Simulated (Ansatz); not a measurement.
Working through a conversion between chain and input file of Cs₂CrHgF₆, space group Fm-3m

With Ansatz's Python interface.

Contents of `cs2crhgf6.yaml`:
```yaml
crystal:
  lattice:
    - [0.0, 4.719549, 4.719549]
    - [4.719549, 0.0, 4.719549]
    - [4.719549, 4.719549, 0.0]
  atoms:
    - { symbol: Cs, position: [0.25, 0.25, 0.25] }
    - { symbol: Cs, position: [0.75, 0.75, 0.75] }
    - { symbol: Cr, position: [0.0, 0.0, 0.0], spin: 3.9 }
    - { symbol: Hg, position: [0.5, 0.5, 0.5] }
    - { symbol: F, position: [0.19768, 0.19768, 0.80232] }
    - { symbol: F, position: [0.19768, 0.80232, 0.80232] }
    - { symbol: F, position: [0.80232, 0.80232, 0.19768] }
    - { symbol: F, position: [0.19768, 0.80232, 0.19768] }
    - { symbol: F, position: [0.80232, 0.19768, 0.80232] }
    - { symbol: F, position: [0.80232, 0.19768, 0.19768] }
magnetization:
  spin_polarized: true
kpoints:
  mp_grid: { kspacing: 0.3 }
hamiltonian:
  xc: pbe
scf:
  occupations: { method: cold, width: 0.1 }
output:
  forces: true
  stress: true
  eigenvalues: true
```

At the Python prompt:
```pycon
>>> import ansatz
>>> setup = ansatz.Calculation.from_yaml("cs2crhgf6.yaml")
>>> print(setup.to_python())
(
    az.Lattice.of(((0.0, 4.719549, 4.719549), (4.719549, 0.0, 4.719549), (4.719549, 4.719549, 0.0)))
    .atom("Cs", (0.25, 0.25, 0.25))
    .atom("Cs", (0.75, 0.75, 0.75))
    .atom("Cr", (0.0, 0.0, 0.0), moment=3.9)
    .atom("Hg", (0.5, 0.5, 0.5))
    .atom("F", (0.19768, 0.19768, 0.80232))
    .atom("F", (0.19768, 0.80232, 0.80232))
    .atom("F", (0.80232, 0.80232, 0.19768))
    .atom("F", (0.19768, 0.80232, 0.19768))
    .atom("F", (0.80232, 0.19768, 0.80232))
    .atom("F", (0.80232, 0.19768, 0.19768))
    .calculation()
    .kpoints(spacing=0.3)
    .functional("pbe")
    .spin("collinear")
    .occupations(method="cold", width=0.1)
    .forces()
    .stress()
    .band_table(publish=True)
)
```

The input is only written out: it wasn't run, and its settings aren't tested. The structure comes from a database and needn't be a stable phase.
